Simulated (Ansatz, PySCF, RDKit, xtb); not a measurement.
# GeH2O2: from the formula to a structure

Only the formula GeH2O2 is given. Aim: find the structure of lowest free energy at 298.15 K, then its properties.

Plan: many cheap relaxations first (GFN2-xTB), then density-functional screening, relaxation at PBE0-D4/def2-TZVP, vibrations and a final energy. The numbers are computed, not measured.

7 further runs of the same task are left out: 7 set aside as unsound or not needed.

## 1. Candidates

All bonding patterns within simple valence rules are listed by program: one Lewis structure each, at most two rings and one unusual centre or charged pair. O–O, O–halogen and N–halogen bonds and N–N–N chains are not drawn. That gives 4 candidates.

| label | SMILES | spin |
| --- | --- | --- |
| c091 | [O]=[GeH][OH] | singlet |
| c466 | [OH][Ge][OH] | triplet |
| c615 | [OH][Ge][OH] | singlet |
| c793 | [O]=[Ge-][OH2+] | singlet |

Candidates are built by distance geometry, with a force field where one applies, in up to four conformers (letters a to d). 10 starts with atoms placed at random are added, to find patterns that the rules miss.

## 2. First filter: tight binding

All 14 starts are relaxed the same way. One of them, c659 (atoms placed at random), in full:

start.xyz reads:

```xyz
5
c659
Ge     0.419600     0.940990     0.263510
O     -1.109130     0.736380     1.065430
O      1.269140    -0.559550    -0.134740
H      0.245940    -0.111230    -1.024950
H     -0.446460    -1.030390     0.529080
```

On the command line:

```bash
xtb start.xyz --gfn 2 --opt
```

What it wrote, cut to the lines that bear on the results:

```text
* xtb version 6.7.1
[...]
          :  # basis functions                  20          :
[...]
          :  # electrons                        18          :
[...]
          :  Hamiltonian                  GFN2-xTB          :
[...]
          :  net charge                          0          :
          :  unpaired electrons                  0          :
[...]
   *** convergence criteria satisfied after 18 iterations ***
[...]
   *** GEOMETRY OPTIMIZATION CONVERGED AFTER 25 ITERATIONS ***
[...]
   *** convergence criteria satisfied after 3 iterations ***
[...]
         ::                     SUMMARY                     ::
         :::::::::::::::::::::::::::::::::::::::::::::::::::::
         :: total energy             -11.176411888413 Eh    ::
         :: gradient norm              0.000436248736 Eh/a0 ::
         :: HOMO-LUMO gap              5.711438977307 eV    ::
         ::.................................................::
         :: SCC energy               -11.217834725604 Eh    ::
         :: -> isotropic ES            0.035348891858 Eh    ::
         :: -> anisotropic ES          0.000528046870 Eh    ::
         :: -> anisotropic XC         -0.000525498417 Eh    ::
         :: -> dispersion             -0.001770468735 Eh    ::
         :: repulsion energy           0.041422837191 Eh    ::
         :: add. restraining           0.000000000000 Eh    ::
         :: total charge              -0.000000000000 e     ::
         :::::::::::::::::::::::::::::::::::::::::::::::::::::
[...]
         9        2.0000           -0.4306985             -11.7199 (HOMO)
        10                         -0.2208069              -6.0085 (LUMO)
[...]
     #   Z          covCN         q      C6AA      α(0)
     1  32 Ge       1.557     0.430   247.774    32.985
     2   8 O        1.584    -0.517    23.296     6.513
     3   8 O        1.584    -0.517    23.297     6.513
     4   1 H        0.806     0.301     0.717     1.329
     5   1 H        0.806     0.301     0.716     1.329
[...]
     #   Z sym  total        # sym  WBO       # sym  WBO       # sym  WBO
 ---------------------------------------------------------------------------
     1  32 Ge   2.578 --     2 O    1.253     3 O    1.253
     2   8 O    2.166 --     1 Ge   1.253     5 H    0.870
     3   8 O    2.166 --     1 Ge   1.253     4 H    0.870
     4   1 H    0.909 --     3 O    0.870
     5   1 H    0.909 --     2 O    0.870
 ---------------------------------------------------------------------------
[...]
molecular dipole:
                 x           y           z       tot (Debye)
 q only:       -0.068      -0.151      -0.059
   full:       -0.149      -0.339      -0.131       0.999
molecular quadrupole (traceless):
[...]
          | TOTAL ENERGY              -11.176411888413 Eh   |
          | GRADIENT NORM               0.000436248736 Eh/α |
          | HOMO-LUMO GAP               5.711438977307 eV   |
           -------------------------------------------------
[...]
```

Wall time 0.2 s (2 threads of AMD EPYC (Zen 3), shared host).

## 3. Distinct minima at GFN2-xTB

14 of the 14 relaxations converged; 4 ended on a minimum already found. 10 distinct structures remain:

| label | start | SMILES after | spin | energy (kcal/mol) | note |
| --- | --- | --- | --- | --- | --- |
| c718 | random | [OH][Ge][OH] | singlet | 0.0 |  |
| c659 | random and drawn | [OH][Ge][OH] | singlet | 1.1 |  |
| c793a | drawn | [OH2].[O][Ge] ‡ | singlet | 23.9 | fell apart |
| c439 | random | [O]=[GeH][OH] | singlet | 47.9 |  |
| c091a | drawn | [O]=[GeH][OH] | singlet | 49.4 |  |
| c035 | random | [H][H].[O]1[O][Ge]1 ‡ | singlet | 91.2 | fell apart |
| c816 | random | [OH][O][GeH] ‡ | singlet | 96.6 |  |
| c247 | random | [O]1[OH][GeH]1 ‡ | singlet | 97.8 |  |
| c205 | random | [O]1[OH][GeH]1 ‡ | singlet | 100.2 |  |
| c466a | drawn | [OH][Ge][OH] | triplet | 117.3 |  |

‡ marks the bonded skeleton alone, with all bonds drawn single: no Lewis structure was assigned that passes a check against the bond lengths.

GFN2-xTB has no spin polarisation, so it can't rank spin states and is rough for open shells.

## 4. Second filter: single points

A choice of the minima (the low ones first, few conformers of a pattern, up to a cap) and the lowest that fell apart get a single point at r2SCAN-D4/def2-SVP on the tight-binding geometry, and one at HF/STO-3G for comparison. The lowest singlets are also tried as triplets at the same geometry (label ending in t). The first, c718:

input.yaml reads:

```yaml
crystal:
  periodic: [false, false, false]
  atoms:
    - {symbol: Ge, position_ang: [-0.397065, -0.517891, -1.427465]}
    - {symbol: O, position_ang: [0.991796, -0.221569, -0.306600]}
    - {symbol: O, position_ang: [-1.063397, 1.106033, -1.315576]}
    - {symbol: H, position_ang: [1.629528, -0.897004, -0.095857]}
    - {symbol: H, position_ang: [-0.640542, 1.763501, -0.764922]}
basis:
  gaussian:
    orbitals: def2-SVP
hamiltonian:
  xc: {name: r2SCAN}
  dispersion: d4
scf:
  lower_state_search: off
```

On the command line:

```bash
ansatz run input.yaml --threads 2 --pin off --max-ram 4350MiB --events-out events.jsonl --progress --plain --runs-dir runs
```

What it wrote, cut to the lines that bear on the results:

```text
Warning: RAYON_NUM_THREADS=2 ignored (pool sized by the plan → 2); use --threads N
Functional definition: r2SCAN
  name "r2SCAN"
[...]
753 factors; their error is unknown
[...]
mean field -60633.48951260 eV, -2228.2396407326 hartree, gradient 8.1e-6 eV, S^2 0.000000; 0 other end points of the search recorded, 0 dependent functions left out
reference -60633.48952069 eV, -2228.2396410301 hartree; 25, 25 occupied and 45, 45 virtual orbitals, 753 factors
Total energy: -60633.50542322 eV, -2228.2402254372 hartree
Checks for a lower state left out: stability, starts, cluster_reference, orbital_swaps, neighbouring_geometries, increment
```

Run time: 1.7 s. Hardware: 2 threads of AMD EPYC (Zen 3), shared host.

Relative energies in kcal/mol, each column from its lowest structure that stays in one piece:

| label | SMILES | spin | GFN2-xTB | HF/STO-3G | r2SCAN-D4/def2-SVP |
| --- | --- | --- | --- | --- | --- |
| c718 | [OH][Ge][OH] | singlet | 0.0 | 0.0 | 0.0 |
| c659 | [OH][Ge][OH] | singlet | 1.1 | 6.6 | 2.7 |
| c793a | [OH2].[O][Ge] ‡ | singlet | 23.9 | 42.2 | 29.8 |
| c439 | [O]=[GeH][OH] | singlet | 47.9 | 38.7 | 39.0 |
| c091a | [O]=[GeH][OH] | singlet | 49.4 | 42.3 | 42.9 |
| c718t | [OH][Ge][OH] | triplet | – | – | 79.8 |
| c439t | [O]=[GeH][OH] | triplet | – | – | 140.2 |

‡ marks the bonded skeleton alone, with all bonds drawn single: no Lewis structure was assigned that passes a check against the bond lengths.

## 5. Refinement at PBE0-D4/def2-TZVP

3 candidates are relaxed at PBE0-D4/def2-TZVP (chosen among the lowest in one piece). The first, c718:

input.yaml reads:

```yaml
crystal:
  periodic: [false, false, false]
  atoms:
    - symbol: Ge
      position_ang: [-0.397065, -0.517891, -1.427465]
    - symbol: O
      position_ang: [0.991796, -0.221569, -0.306600]
    - symbol: O
      position_ang: [-1.063397, 1.106033, -1.315576]
    - symbol: H
      position_ang: [1.629528, -0.897004, -0.095857]
    - symbol: H
      position_ang: [-0.640542, 1.763501, -0.764922]
basis:
  gaussian:
    orbitals: def2-TZVP
relax:
  f_tol: 0.003
hamiltonian:
  xc: pbe0
  dispersion: d4
scf:
  lower_state_search: "off"
```

On the command line:

```bash
ansatz run input.yaml --threads 2 --pin off --max-ram 4350MiB --events-out events.jsonl --progress --plain --runs-dir runs
```

What it wrote, cut to the lines that bear on the results:

```text
Warning: RAYON_NUM_THREADS=2 ignored (pool sized by the plan → 2); use --threads N
[...]
Functional definition: PBE0
  name "PBE0"
[...]
791 factors; their error is unknown
[...]
mean field -60636.59463601 eV, -2228.3537519132 hartree, gradient 7.0e-6 eV, S^2 0.000000; 0 other end points of the search recorded, 0 dependent functions left out
[...]
reference -60636.59465650 eV, -2228.3537526662 hartree; 25, 25 occupied and 97, 97 virtual orbitals, 791 factors
relax step   1: F+E_penalty+E_count = -60636.65557941 eV  Δ(F+E_penalty+E_count) = +0.000e0 eV  max|allowed force component| = 5.170e-1 eV/Å  Δτ_max = 0.0000 Å  (16 SCF iters, accepted)
[...]
relax step   7: F+E_penalty+E_count = -60636.69997584 eV  Δ(F+E_penalty+E_count) = -4.588e-5 eV  max|allowed force component| = 3.578e-3 eV/Å  Δτ_max = 0.0058 Å  (23 SCF iters, accepted)
[...]
relax step   8: F+E_penalty+E_count = -60636.69997697 eV  Δ(F+E_penalty+E_count) = -1.130e-6 eV  max|allowed force component| = 4.244e-4 eV/Å  Δτ_max = 0.0006 Å  (23 SCF iters, accepted)
Total energy: -60636.69999711 eV, -2228.3576238623 hartree
Atom 0 at    -0.374997    -0.518710    -1.412176 Å, force     0.000058     0.000424     0.000197 eV/Å
Atom 1 at     0.982767    -0.153003    -0.290253 Å, force    -0.000148    -0.000067    -0.000121 eV/Å
Atom 2 at    -1.082952     1.106483    -1.328679 Å, force     0.000111    -0.000261    -0.000014 eV/Å
Atom 3 at     1.575740    -0.891776    -0.131026 Å, force    -0.000063     0.000060    -0.000031 eV/Å
Atom 4 at    -0.580238     1.690075    -0.748286 Å, force     0.000042    -0.000157    -0.000032 eV/Å
Dipole moment:     0.269885    -0.297672     0.086670 e Å
Checks for a lower state left out: stability, starts, cluster_reference, orbital_swaps, neighbouring_geometries, increment
```

Run time: 23 s. Hardware: 2 threads of AMD EPYC (Zen 3), shared host.

Energy change by step (eV): 0.0000, -0.0217, -0.0404, -0.0404, -0.0441, -0.0444, -0.0444, -0.0444.

After the run. Bond lengths: Ge1–O2 1.799 Å, Ge1–O3 1.775 Å, O2–H4 0.961 Å, O3–H5 0.964 Å. Angles: O2–Ge1–O3 94.9°, Ge1–O2–H4 114.4°, Ge1–O3–H5 112.0°.

## 6. The relaxed candidates

| label | spin | r2SCAN-D4/def2-SVP (kcal/mol) | PBE0-D4/def2-TZVP, relaxed (kcal/mol) | time |
| --- | --- | --- | --- | --- |
| c718 | singlet | 0.0 | 0.0 | 23 s |
| c659 | singlet | 2.7 | 2.3 | 24 s |
| c439 | singlet | 39.0 | 39.6 | 24 s |

c718: Bond lengths: Ge1–O2 1.799 Å, Ge1–O3 1.775 Å, O2–H4 0.961 Å, O3–H5 0.964 Å. Angles: O2–Ge1–O3 94.9°, Ge1–O2–H4 114.4°, Ge1–O3–H5 112.0°.

c659: Bond lengths: Ge1–O2 1.790 Å, Ge1–O3 1.790 Å, O3–H4 0.961 Å, O2–H5 0.961 Å. Angles: O2–Ge1–O3 102.4°, Ge1–O2–H5 118.8°, Ge1–O3–H4 118.8°.

c439: Bond lengths: Ge1–O2 1.629 Å, Ge1–O3 1.755 Å, O3–H4 0.964 Å, Ge1–H5 1.527 Å. Angles: O2–Ge1–O3 123.7°, O2–Ge1–H5 131.9°, O3–Ge1–H5 104.4°, Ge1–O3–H4 111.6°.

## 7. Vibrations and thermal terms

The lowest few in one piece go on as finalists. Harmonic vibrations at PBE0-D4/def2-TZVP test each finalist and give the zero-point energy and the thermal terms. The first, c718:

input.yaml reads:

```yaml
crystal:
  periodic: [false, false, false]
  atoms:
    - {symbol: Ge, position_ang: [-0.374997, -0.518710, -1.412176]}
    - {symbol: O, position_ang: [0.982767, -0.153003, -0.290253]}
    - {symbol: O, position_ang: [-1.082952, 1.106483, -1.328679]}
    - {symbol: H, position_ang: [1.575740, -0.891776, -0.131026]}
    - {symbol: H, position_ang: [-0.580238, 1.690075, -0.748286]}
basis:
  gaussian:
    orbitals: def2-TZVP
scf:
  lower_state_search: off
hamiltonian:
  xc: {name: PBE0}
  dispersion: d4
phonons: {}
```

On the command line:

```bash
ansatz run input.yaml --threads 2 --pin off --max-ram 4350MiB --events-out events.jsonl --progress --plain --runs-dir runs
```

What it wrote, cut to the lines that bear on the results:

```text
Warning: RAYON_NUM_THREADS=2 ignored (pool sized by the plan → 2); use --threads N
[... 2 set-up lines as earlier in the session ...]
[...]
791 factors; their error is unknown
[...]
mean field -60636.63892438 eV, -2228.3553794809 hartree, gradient 5.5e-6 eV, S^2 0.000000; 0 other end points of the search recorded, 0 dependent functions left out
[...]
reference -60636.63894449 eV, -2228.3553802199 hartree; 25, 25 occupied and 97, 97 virtual orbitals, 791 factors
[...]
791 factors; their error is unknown
mean field -60636.63887058 eV, -2228.3553775038 hartree, gradient 1.2e-6 eV, S^2 0.000000; 0 other end points of the search recorded, 0 dependent functions left out
[...]
reference -60636.63889069 eV, -2228.3553782427 hartree; 25, 25 occupied and 97, 97 virtual orbitals, 791 factors
[...]
791 factors; their error is unknown
[...]
reference -60636.63888606 eV, -2228.3553780726 hartree; 25, 25 occupied and 97, 97 virtual orbitals, 791 factors
Total energy: -60636.69999827 eV, -2228.3576239048 hartree
Atom 0 at    -0.374997    -0.518710    -1.412176 Å, force     0.000062     0.000491     0.000225 eV/Å
Atom 1 at     0.982767    -0.153003    -0.290253 Å, force    -0.000146    -0.000099    -0.000131 eV/Å
Atom 2 at    -1.082952     1.106483    -1.328679 Å, force     0.000121    -0.000317    -0.000027 eV/Å
Atom 3 at     1.575740    -0.891776    -0.131026 Å, force    -0.000070     0.000064    -0.000036 eV/Å
Atom 4 at    -0.580238     1.690075    -0.748286 Å, force     0.000033    -0.000139    -0.000032 eV/Å
Dipole moment:     0.269885    -0.297672     0.086670 e Å
Vibrations: 260.58 424.30 511.65 664.68 711.17 823.46 862.05 3832.72 3887.33 cm⁻¹, zero-point energy 0.742538 eV
Checks for a lower state left out: stability, starts, cluster_reference, orbital_swaps, neighbouring_geometries, increment
```

Run time: 2.1 min. Hardware: 2 threads of AMD EPYC (Zen 3), shared host.

## 8. Zero-point energy and free-energy terms

At 298.15 K and 1 atm, ideal gas, rigid rotor and harmonic oscillator:

| label | SMILES | spin | point group | lowest mode (cm⁻¹) | zero-point (kcal/mol) | G − E (kcal/mol) |
| --- | --- | --- | --- | --- | --- | --- |
| c718 | [OH][Ge][OH] | singlet | Cs | 261 | 17.1 | 0.1 |
| c659 | [OH][Ge][OH] | singlet | C2v | 270 | 16.6 | -0.1 |
| c439 | [O]=[GeH][OH] | singlet | Cs | 241 | 15.2 | -1.7 |

## 9. Energies at the top level

Single points at CCSD(T)/def2-TZVPP on the refined geometries decide the order.

c718, CCSD(T)/def2-TZVPP:

Edit input.yaml of step 7 so:

```diff
@@ -10,8 +10,5 @@
   gaussian:
-    orbitals: def2-TZVP
-scf:
-  lower_state_search: off
-hamiltonian:
-  xc: {name: PBE0}
-  dispersion: d4
-phonons: {}
+    orbitals: def2-TZVPP
+correlation:
+  method: ccsd_t
+  frozen_orbitals: {H: 0, O: 1, Ge: 9}
```

On the command line:

```bash
ansatz run input.yaml --threads 2 --pin off --max-ram 4350MiB --events-out events.jsonl --progress --plain --runs-dir runs
```

What it wrote, cut to the lines that bear on the results:

```text
Warning: RAYON_NUM_THREADS=2 ignored (pool sized by the plan → 2); use --threads N
Functional definition: HF
  name "HF"
[...]
887 factors; integrals over basis functions are off by at most 8.1e-4 eV
[...]
mean field -60582.96131065 eV, -2226.3827635605 hartree, gradient 2.4e-6 eV, S^2 0.000000; 0 other end points of the search recorded, 0 dependent functions left out
11 core orbitals not correlated: weight in the atoms' cores, before any rotation towards them, 1.000 or more for the frozen orbitals, at most 0.000 for the correlated occupied ones
reference -60582.96131065 eV, -2226.3827635605 hartree; 14, 14 occupied and 113, 113 virtual orbitals, 887 factors
second order -19.56568399 eV of doubles, -0.00000000 eV of singles
cycle   1  -18.94919665 eV  change    6.2e-1 eV  update   1.1e-1
[...]
cycle  10  -19.58578718 eV  change    7.2e-7 eV  update   1.2e-5
perturbative correction -0.75617389 eV, -0.0277888778 hartree
Total energy: -60603.30327172 eV, -2227.1303168413 hartree
```

It took 46 s on 2 threads of AMD EPYC (Zen 3), shared host; peak memory 0.82 GiB.

## 10. c659 at CCSD(T)/def2-TZVPP

input.yaml reads:

```yaml
crystal:
  periodic: [false, false, false]
  atoms:
    - {symbol: Ge, position_ang: [0.548116, 1.101679, 0.565481]}
    - {symbol: O, position_ang: [-0.908014, 0.217758, 1.114954]}
    - {symbol: O, position_ang: [1.173850, 0.040188, -0.732697]}
    - {symbol: H, position_ang: [0.698208, -0.769801, -0.937342]}
    - {symbol: H, position_ang: [-1.133071, -0.613624, 0.687932]}
basis:
  gaussian: {orbitals: def2-TZVPP}
correlation: {method: ccsd_t, frozen_orbitals: {H: 0, O: 1, Ge: 9}}
```

On the command line:

```bash
ansatz run input.yaml --threads 2 --pin off --max-ram 4350MiB --events-out events.jsonl --progress --plain --runs-dir runs
```

What it wrote, cut to the lines that bear on the results:

```text
Warning: RAYON_NUM_THREADS=2 ignored (pool sized by the plan → 2); use --threads N
[... 2 set-up lines as earlier in the session ...]
[...]
888 factors; integrals over basis functions are off by at most 1.1e-3 eV
[...]
mean field -60582.87990506 eV, -2226.3797719599 hartree, gradient 2.9e-6 eV, S^2 0.000000; 0 other end points of the search recorded, 0 dependent functions left out
11 core orbitals not correlated: weight in the atoms' cores, before any rotation towards them, 1.000 or more for the frozen orbitals, at most 0.000 for the correlated occupied ones
reference -60582.87990506 eV, -2226.3797719599 hartree; 14, 14 occupied and 113, 113 virtual orbitals, 888 factors
second order -19.54464489 eV of doubles, -0.00000000 eV of singles
cycle   1  -18.93613010 eV  change    6.1e-1 eV  update   1.1e-1
[...]
cycle  10  -19.56751131 eV  change    6.9e-6 eV  update   6.7e-6
perturbative correction -0.75295193 eV, -0.0276704731 hartree
Total energy: -60603.20036830 eV, -2227.1265352105 hartree
```

Wall time 44 s (2 threads of AMD EPYC (Zen 3), shared host); peak memory 0.82 GiB.

## 11. The ranking

Energies in kcal/mol from c718; G adds the thermal terms to the CCSD(T)/def2-TZVPP energy. The columns left of the relaxed level are at the tight-binding geometries.

| label | SMILES | spin | GFN2-xTB | HF/STO-3G | r2SCAN-D4/def2-SVP | PBE0-D4/def2-TZVP | HF/def2-TZVPP | MP2/def2-TZVPP | CCSD(T)/def2-TZVPP | G | share at equilibrium | T1 |
| --- | --- | --- | --- | --- | --- | --- | --- | --- | --- | --- | --- | --- |
| c718 | [OH][Ge][OH] | singlet | 0.0 | 0.0 | 0.0 | 0.0 | 0.0 | 0.0 | 0.0 | 0.0 | 97.4 % | 0.015 |
| c659 | [OH][Ge][OH] | singlet | 1.1 | 6.6 | 2.7 | 2.3 | 1.9 | 2.4 | 2.4 | 2.2 | 2.6 % | 0.015 |
| c439 | [O]=[GeH][OH] | singlet | 47.9 | 38.7 | 39.0 | 39.6 | 45.8 | 34.0 | 37.0 | 35.2 | < 0.1 % | 0.020 |

Lowest found: c718, `[OH][Ge][OH]`, a singlet of point group Cs. Bond lengths: Ge1–O2 1.799 Å, Ge1–O3 1.775 Å, O2–H4 0.961 Å, O3–H5 0.964 Å. Angles: O2–Ge1–O3 94.9°, Ge1–O2–H4 114.4°, Ge1–O3–H5 112.0°.

```xyz
5

Ge   -0.3750   -0.5187   -1.4122
O     0.9828   -0.1530   -0.2903
O    -1.0830    1.1065   -1.3287
H     1.5757   -0.8918   -0.1310
H    -0.5802    1.6901   -0.7483
```

## 12. Density, orbitals and dipole (PBE0/def2-TZVPD)

input.yaml reads:

```yaml
crystal:
  periodic: [false, false, false]
  atoms:
    - {symbol: Ge, position_ang: [-0.374997, -0.518710, -1.412176]}
    - {symbol: O, position_ang: [0.982767, -0.153003, -0.290253]}
    - {symbol: O, position_ang: [-1.082952, 1.106483, -1.328679]}
    - {symbol: H, position_ang: [1.575740, -0.891776, -0.131026]}
    - {symbol: H, position_ang: [-0.580238, 1.690075, -0.748286]}
basis:
  gaussian:
    orbitals: def2-TZVPD
hamiltonian:
  xc: pbe0
output: {forces: true, orbitals: {seedname: orbitals}}
```

On the command line:

```bash
ansatz run input.yaml --threads 2 --pin off --max-ram 4350MiB --events-out events.jsonl --progress --plain --runs-dir runs
```

What it wrote, cut to the lines that bear on the results:

```text
Warning: RAYON_NUM_THREADS=2 ignored (pool sized by the plan → 2); use --threads N
[... 2 set-up lines as earlier in the session ...]
[...]
896 factors; their error is unknown
[...]
mean field -60636.73503568 eV, -2228.3589115061 hartree, gradient 4.6e-5 eV, S^2 0.000000; 0 other end points of the search recorded, 0 dependent functions left out
[...]
reference -60636.73507184 eV, -2228.3589128350 hartree; 25, 25 occupied and 127, 127 virtual orbitals, 896 factors
Total energy: -60636.73507184 eV, -2228.3589128350 hartree
Atom 0 at    -0.374997    -0.518710    -1.412176 Å, force    -0.008733    -0.028846    -0.016970 eV/Å
Atom 1 at     0.982767    -0.153003    -0.290253 Å, force     0.003270     0.006560     0.004804 eV/Å
Atom 2 at    -1.082952     1.106483    -1.328679 Å, force    -0.011536     0.011041    -0.004322 eV/Å
Atom 3 at     1.575740    -0.891776    -0.131026 Å, force     0.021105    -0.015434     0.009657 eV/Å
Atom 4 at    -0.580238     1.690075    -0.748286 Å, force    -0.004106     0.026680     0.006832 eV/Å
Dipole moment:     0.252802    -0.298239     0.074039 e Å
```

Run time: 7.8 s. Hardware: 2 threads of AMD EPYC (Zen 3), shared host.

(Part 1 of 2 ends here.)
